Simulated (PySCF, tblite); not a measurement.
# C₃H₇SeSi₂ radical: geometry, infrared bands and EPR parameters

What infrared bands and EPR parameters should C₃H₇SeSi₂ radical (`CC#C[SiH][Se][SiH3]`) show?

Programs: tblite 0.8.0 and PySCF 2.14.0, with density-fitted response routines of our own. Each step states its level of theory. These are calculated values for one molecule in the gas phase, unless marked as measured. Atoms are numbered from 0 throughout.

### 1 Starting geometry

13 atoms, charge 0, multiplicity 2; geometry from: force field or distance geometry start.

Bonds of the start (Å): C0–C1 1.47, C1–C2 1.19, C2–Si3 1.82, Si3–Se4 2.27, Se4–Si5 2.27, C0–H6 1.11, C0–H7 1.12, C0–H8 1.11, Si3–H9 1.49, Si5–H10 1.47, Si5–H11 1.47, Si5–H12 1.47.

### 2 Optimising the geometry with GFN2-xTB

The job: settings as JSON, then the geometry in Å.

```
{"job": {"kind": "relax", "xc": "GFN2-xTB", "basis": "xTB"}, "charge": 0, "multiplicity": 2}
C      2.898900     0.559000     0.095700
C      1.675400    -0.161700    -0.294300
C      0.691400    -0.768100    -0.594200
Si    -0.828200    -1.651100    -1.072800
Se    -2.491600    -0.169200    -1.524900
Si    -2.564900     0.512100     0.642400
H      3.406800     0.928500    -0.819600
H      2.621900     1.431000     0.739700
H      3.571700    -0.117000     0.660600
H     -1.247100    -2.539600     0.042800
H     -3.613400     1.526900     0.804400
H     -2.859300    -0.641800     1.512400
H     -1.266200     1.091400     1.032900
```

Run with:

```bash
$ OMP_NUM_THREADS=1 python probes_run.py task.json out
```

One launch serves the whole session: the jobs run in the order shown.

**Question.** This job is followed by: GFN2-xTB harmonic vibrations, gas phase; UKS B3LYP, def2-TZVP-core on Se, pcH-1 on C H Si, non-relativistic, mean-field spin-orbit, GIAO. What will the session give for the following? strongest single infrared mode (GFN2-xTB); zero-point energy (GFN2-xTB); g(iso) (B3LYP); ⟨S²⟩; largest a(iso) (averaged by class); potential on the surface of density 0.002 e/bohr³, 1st and 99th percentile.

The runs gave:

| quantity | value |
| --- | --- |
| strongest single infrared mode (GFN2-xTB) | 764 cm⁻¹, 429 km/mol |
| zero-point energy (GFN2-xTB) | 49.5 kcal/mol |
| g(iso) (B3LYP) | 2.01033 |
| ⟨S²⟩ | 0.754 (exact 0.75) |
| largest a(iso) (averaged by class) | 29Si on Si3, -640.7 MHz |
| potential on the surface of density 0.002 e/bohr³, 1st and 99th percentile | -0.83 V and 1.12 V |

What this shows: Over 61 steps the energy fell by 0.136 eV; of the close pairs, Si3–Se4 changed most, 2.273 to 2.323 Å. The lowest mode is imaginary (23i cm⁻¹), so the xTB geometry is not a minimum: the zero-point energy counts the real modes alone, and all values at this geometry belong to a saddle point. The strongest single mode, at 764 cm⁻¹, moves mainly H10 and H11. GFN2-xTB is a fitted tight-binding method: band positions and strengths are rough. Its intensities can rank the bands wrongly. Most of the unpaired spin sits on Si3 (0.84 e). The isotropic g lies 8.0 ppt above the free-electron value. The hyperfine terms hold no scalar relativity, which the heavier nuclei need. These values are for one conformer; the search (at its own cheap level) found 2 more, at 0.24, 0.34 kcal/mol, and measured spectra average over such forms.
